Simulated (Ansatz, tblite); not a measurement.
**BH2(CF3) (CH₂BF₃): rung by rung**

The task here is to estimate one member of a computed series from the others.

Computed with Ansatz 0.2.0, Gaussian basis. Level: as each input shows.

Plan: GFN1-xTB, GFN2-xTB, PBE-D4/def2-TZVP, r2SCAN-D4/def2-TZVP, B97M-V/def2-TZVP, revPBE-D4/def2-TZVP, r2SCANh-D4/def2-TZVP, BHLYP-D4/def2-TZVP, CAM-B3LYP-D4/def2-TZVP, LC-ωPBE/def2-TZVP, LDA/def2-TZVP, PBE-D4/def2-SVP, PBE0-D4/def2-SVP, HF/STO-3G, HF/6-31G, B3LYP-D4/6-31G, CCSD(T)/def2-TZVPP, MP2/def2-TZVP, RPA/def2-TZVP.

## The structure

The singlet was relaxed beforehand with PBE-D4/def2-SVP.

7 atoms, charge 0, spin multiplicity 1.

Bond lengths: B1–H2 1.210 Å, B1–H3 1.210 Å, B1–C4 1.595 Å, C4–F5 1.352 Å, C4–F6 1.379 Å, C4–F7 1.352 Å. Angles: H2–B1–H3 122.6°, H2–B1–C4 118.5°, H3–B1–C4 118.6°, B1–C4–F5 115.8°, B1–C4–F6 102.2°, B1–C4–F7 115.8°, F5–C4–F6 107.6°, F5–C4–F7 107.2°, F6–C4–F7 107.6°.

PBE0-D4/def2-TZVP was run before; its log isn't repeated, and its numbers join the tables.

The first run:

Tight binding, by tblite at 300 K electronic temperature and without a spin-polarisation term:

```python
tblite.interface.Calculator('GFN1-xTB', numbers, positions, charge=0, uhf=0).singlepoint()
```

Tight binding, by tblite at 300 K electronic temperature and without a spin-polarisation term:

```python
tblite.interface.Calculator('GFN2-xTB', numbers, positions, charge=0, uhf=0).singlepoint()
```

start.molden holds the orbitals of an earlier run on this state, given as this run's starting guess.

Contents of in.yaml:

```yaml
crystal:
  periodic: [false, false, false]
  atoms:
    - {symbol: B, position_ang: [0.479697, 0.828623, 0.012427]}
    - {symbol: H, position_ang: [1.688756, 0.791420, -0.004540]}
    - {symbol: H, position_ang: [-0.143137, 1.857819, -0.115902]}
    - {symbol: C, position_ang: [-0.323402, -0.548356, 0.076182]}
    - {symbol: F, position_ang: [0.305008, -1.566786, 0.705822]}
    - {symbol: F, position_ang: [-0.431828, -0.885676, -1.256566]}
    - {symbol: F, position_ang: [-1.575094, -0.477044, 0.582578]}
basis:
  gaussian: {orbitals: def2-TZVP, initial_orbitals: start.molden}
hamiltonian: {xc: pbe, dispersion: d4}
scf: {omitted_lower_state_checks: [starts]}
output: {orbitals: {seedname: orbitals}}
```

The run is started by

```bash
$ ansatz run in.yaml --threads 4 --pin off --events-out ev --progress --plain --max-ram 3916MiB
```

Among the steps run: PBE-D4/def2-TZVP; r2SCAN-D4/def2-TZVP; B97M-V/def2-TZVP; revPBE-D4/def2-TZVP; r2SCANh-D4/def2-TZVP; BHLYP-D4/def2-TZVP; CAM-B3LYP-D4/def2-TZVP; LC-ωPBE/def2-TZVP; LDA/def2-TZVP; PBE-D4/def2-SVP; PBE0-D4/def2-SVP; HF/STO-3G; HF/6-31G; B3LYP-D4/6-31G; CCSD(T)/def2-TZVPP; MP2/def2-TZVP; RPA/def2-TZVP.

One of the session's tables, all rows but one given; the rest of the session is left out.

| level | HOMO (eV) | gap (eV) |
| --- | --- | --- |
| HF/STO-3G | -10.30 | 15.69 |
| HF/6-31G | -14.57 | 15.73 |
| LDA/def2-TZVP | -8.66 | 4.55 |
| PBE-D4/def2-SVP | -8.22 | 4.62 |
| PBE-D4/def2-TZVP | ? | ? |
| revPBE-D4/def2-TZVP | -8.40 | 4.80 |
| r2SCAN-D4/def2-TZVP | -8.85 | 5.49 |
| B97M-V/def2-TZVP | -9.00 | 5.50 |
| r2SCANh-D4/def2-TZVP | -9.48 | 6.47 |
| B3LYP-D4/6-31G | -9.80 | 6.95 |
| PBE0-D4/def2-SVP | -10.04 | 7.42 |
| PBE0-D4/def2-TZVP | -10.17 | 7.45 |
| BHLYP-D4/def2-TZVP | -11.86 | 10.19 |
| CAM-B3LYP-D4/def2-TZVP | -11.73 | 10.11 |
| LC-ωPBE/def2-TZVP | -13.01 | 12.71 |

Estimate the missing values for PBE-D4/def2-TZVP.

**Answer.** HOMO (eV): -8.48; gap (eV): 4.73. In the column «HOMO (eV)» it lies between LDA/def2-TZVP (-8.66) and revPBE-D4/def2-TZVP (-8.40).
